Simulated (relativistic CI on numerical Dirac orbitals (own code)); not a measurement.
# Ni⁴⁺: 3s photoemission multiplets

Aim: the 3s photoemission spectrum of Ni⁴⁺ in 4 surroundings, from the same atomic integrals.

Program: relativistic CI on numerical Dirac orbitals (own code) version 1. Level of theory: Dirac-Coulomb-Breit CI, KLI orbitals optimised for each configuration, model QED (radiative potential, 1s self-energy scaled to tabulated hydrogen-like ionisation energies), valence Slater integrals scaled by 0.8, multiplet model of photoemission in the sudden approximation. These are calculated values, not measurements, unless marked.

**1. The atom as given**

```
ion            : Ni⁴⁺ (Ni V)
nuclear charge : 28
electrons      : 24
configurations : [Ar] 3d6 → [Ne] 3s 3p6 3d6
temperature    : 80 K
widths         : Lorentz 2.1 eV, Gauss 0.6 eV
surrounding 1  : free ion
surrounding 2  : Oh, 10Dq = 5000 cm⁻¹
surrounding 3  : Oh, 10Dq = 13800 cm⁻¹
surrounding 4  : Oh, 10Dq = 22600 cm⁻¹
```

**2. Surrounding 1: free ion**

Settings of the run:

```ini
atom Ni  Z=28  charge=4  electrons=24
nucleus A=58  rms_radius_fm=3.7757
hamiltonian dirac-coulomb  breit=on  qed=on  c_scale=1
orbitals kli  potential=per-configuration
slater_scale 0.8
correlation none
mixing on
configurations
  [Ar] 3d6
  [Ne] 3s 3p6 3d6
end
photoemission 3s T=80 lorentz=2.1 gauss=0.6
crystal_field free
```

**3. Surrounding 2: Oh, 10Dq = 5000**

Settings: those of step 2 with these lines changed.

```diff
@@ -12,2 +12,2 @@
 photoemission 3s T=80 lorentz=2.1 gauss=0.6
-crystal_field free
+crystal_field Oh 10Dq=5000
```

**4. Surrounding 3: Oh, 10Dq = 13800**

Settings: those of step 3 with these lines changed.

```diff
@@ -12,2 +12,2 @@
 photoemission 3s T=80 lorentz=2.1 gauss=0.6
-crystal_field Oh 10Dq=5000
+crystal_field Oh 10Dq=13800
```

**5. Surrounding 4: Oh, 10Dq = 22600**

Settings: those of step 4 with these lines changed.

```diff
@@ -12,2 +12,2 @@
 photoemission 3s T=80 lorentz=2.1 gauss=0.6
-crystal_field Oh 10Dq=13800
+crystal_field Oh 10Dq=22600
```

(Steps that only read results are left out.)

**Question.** What will these runs give? Wanted: highest peak, first run; ground spin.

As calculated:

| surrounding | ground S | centroid (eV) | spread (eV) | up to four highest peaks (% of the highest), eV |
| --- | --- | --- | --- | --- |
| 1: free | 2.00 | 194.73 | 5.71 | 190.0 (100), 201.8 (67) |
| 2: Oh | 2.00 | 194.73 | 5.71 | 190.0 (100), 201.8 (67) |
| 3: Oh | 2.00 | 194.74 | 5.71 | 190.0 (100), 201.8 (67) |
| 4: Oh | 0.06 | 195.05 | 0.59 | 195.0 (100) |

```
                           quantity         value
            highest peak, first run      190.0 eV
ground spin (effective S from ⟨S²⟩)  0.06 to 2.00
```

**Reading.** The ground spin changes between the runs (2.00 to 0.06), and the line shape with it. The position of the maximum differs by up to 5.0 eV between the surroundings, by shifts of peaks or by peaks exchanging rank. Energies are those of the free ion without screening by ligands; binding energies in solids differ by tens of eV. The exchange splitting of an s hole comes out too large without intra-shell correlation.
